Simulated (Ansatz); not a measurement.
# C₄H₁₀BN: basis-set convergence

An exercise on one series of results from a longer session: the logs are not shown, and one member is left open.

The runs use Ansatz 0.2.0, Gaussian basis; one geometry, several basis sets.

Levels to be run: PBE0-D4/def2-SVP; ωB97M-V/def2-SVP; PBE0-D4/def2-QZVPP; ωB97M-V/def2-QZVPP; the functionals' def2-TZVPP values are taken from earlier runs.

### The geometry

All runs share one geometry, relaxed beforehand with PBE0-D4 in a triple-zeta def2 set.

16 atoms, charge 0, spin multiplicity 1.

Atoms are counted from 1 here; the program's logs count them from 0.

Bond lengths: B1–N2 1.386 Å, B1–H7 1.197 Å, B1–H8 1.198 Å, N2–C3 1.449 Å, N2–C4 1.447 Å, C3–H9 1.088 Å, C3–H10 1.096 Å, C3–H11 1.094 Å, C4–C5 1.500 Å, C4–H12 1.099 Å, C4–H13 1.094 Å, C5–C6 1.324 Å, C5–H14 1.088 Å, C6–H15 1.083 Å, C6–H16 1.085 Å. Angles: N2–B1–H7 119.1°, N2–B1–H8 118.8°, H7–B1–H8 122.2°, B1–N2–C3 123.4°, B1–N2–C4 122.6°, C3–N2–C4 113.9°, N2–C3–H9 109.5°, N2–C3–H10 110.6°, N2–C3–H11 111.2°, H9–C3–H10 108.7°, H9–C3–H11 108.9°, H10–C3–H11 107.8°, N2–C4–C5 115.0°, N2–C4–H12 109.3°, N2–C4–H13 108.5°, C5–C4–H12 108.8°, C5–C4–H13 108.7°, H12–C4–H13 106.2° and more.

The first run:

in.yaml reads:

```yaml
crystal:
  periodic: [false, false, false]
  atoms:
    - {symbol: B, position_ang: [-0.497766, -1.235258, -1.461923]}
    - {symbol: N, position_ang: [0.307044, -0.515085, -0.593756]}
    - {symbol: C, position_ang: [1.208726, -1.133022, 0.356942]}
    - {symbol: C, position_ang: [0.314553, 0.931405, -0.555680]}
    - {symbol: C, position_ang: [-0.445314, 1.539237, 0.585768]}
    - {symbol: C, position_ang: [-1.279810, 0.897474, 1.388271]}
    - {symbol: H, position_ang: [-0.467799, -2.431818, -1.425236]}
    - {symbol: H, position_ang: [-1.198609, -0.638352, -2.227901]}
    - {symbol: H, position_ang: [1.110542, -2.215578, 0.300541]}
    - {symbol: H, position_ang: [2.247196, -0.862229, 0.135058]}
    - {symbol: H, position_ang: [0.988892, -0.809681, 1.378315]}
    - {symbol: H, position_ang: [1.353077, 1.287873, -0.519018]}
    - {symbol: H, position_ang: [-0.103998, 1.305812, -1.494914]}
    - {symbol: H, position_ang: [-0.284259, 2.606545, 0.722015]}
    - {symbol: H, position_ang: [-1.807184, 1.415214, 2.180081]}
    - {symbol: H, position_ang: [-1.468292, -0.165037, 1.275937]}
basis:
  gaussian: {orbitals: def2-SVP}
hamiltonian: {xc: pbe0, dispersion: d4}
output: {orbitals: {seedname: orbitals}}
```

On the command line:

```console
> ansatz run in.yaml --threads 4 --pin off --events-out ev --progress --plain --max-ram 11315MiB
```

Among the steps run: PBE0-D4 in def2-SVP; ωB97M-V in def2-SVP; PBE0-D4 in def2-QZVPP; ωB97M-V in def2-QZVPP.

One of the session's tables, all rows but one given; the rest of the session is left out.

It belongs to the step «Density functionals: the series». 

| functional | basis | HOMO (eV) | LUMO (eV) |
| --- | --- | --- | --- |
| PBE0-D4 | def2-SVP | -7.45 | 0.34 |
| PBE0-D4 | def2-TZVPP | ? | ? |
| PBE0-D4 | def2-QZVPP | -7.49 | -0.04 |
| ωB97M-V | def2-SVP | -9.74 | 2.36 |
| ωB97M-V | def2-TZVPP | -9.77 | 1.80 |
| ωB97M-V | def2-QZVPP | -9.78 | 1.42 |

Q: Estimate the row for PBE0-D4, def2-TZVPP from the others.

**Answer.** HOMO (eV): -7.48; LUMO (eV): 0.07. In the column «HOMO (eV)» it lies between PBE0-D4, def2-QZVPP (-7.49) and PBE0-D4, def2-SVP (-7.45).
